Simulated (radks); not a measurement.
# Sn²⁺ in [Kr] 4d10 5s2: an all-electron calculation

An exercise on one series of results from a longer session: the logs are not shown, and one member is left open.

Method: scalar-relativistic Kohn-Sham, PBE, spin-polarised, spherical densities, finite nucleus. Code: radks (a radial shooting solver on a logarithmic mesh, Libxc functionals) version 1.

## The system

```
element            : tin (Z = 50)
charge             : +2
electrons          : 48
configuration      : [Kr] 4d10 5s2
nuclear rms radius : 4.6519 fm
```

Outer shells as boxes (Hund's rule):

Sn²⁺
```
[Kr] core
4d [↑↓][↑↓][↑↓][↑↓][↑↓]
5s [↑↓]
```

The first run:

Input:

```text
Z 50
configuration [Kr] 4d10 5s2
relativity scalar-relativistic
functional pbe,pbe
spin polarised
nucleus finite rms 4.6519 fm
c 137.035999084
```

Steps of the session up to this table: Self-consistent calculation.

One table of the session follows, with a row left open; its other results are not shown here.

It belongs to the step «Orbitals and density». Sizes of the orbitals, from the radial functions (bohr):

| level | <r> | outermost maximum (interpolated) | 90 % within | nodes |
| --- | --- | --- | --- | --- |
| 1s | ? | ? | ? | ? |
| 2s | 0.1255 | 0.106 | 0.194 | 1 |
| 2p | 0.1096 | 0.0849 | 0.178 | 0 |
| 3s | 0.3394 | 0.308 | 0.499 | 2 |
| 3p | 0.3377 | 0.301 | 0.507 | 1 |
| 3d | 0.3146 | 0.251 | 0.496 | 0 |
| 4s | 0.8186 | 0.746 | 1.18 | 3 |
| 4p | 0.8856 | 0.788 | 1.30 | 2 |
| 4d | 1.091 | 0.886 | 1.69 | 1 |
| 5s | 2.216 | 1.94 | 3.22 | 4 |

**Question.** Estimate the row for 1s.

**Answer.** <r>: 0.02906; outermost maximum (interpolated): 0.0188; 90 % within: 0.0522; nodes: 0. In the column «<r>» it is the lowest.
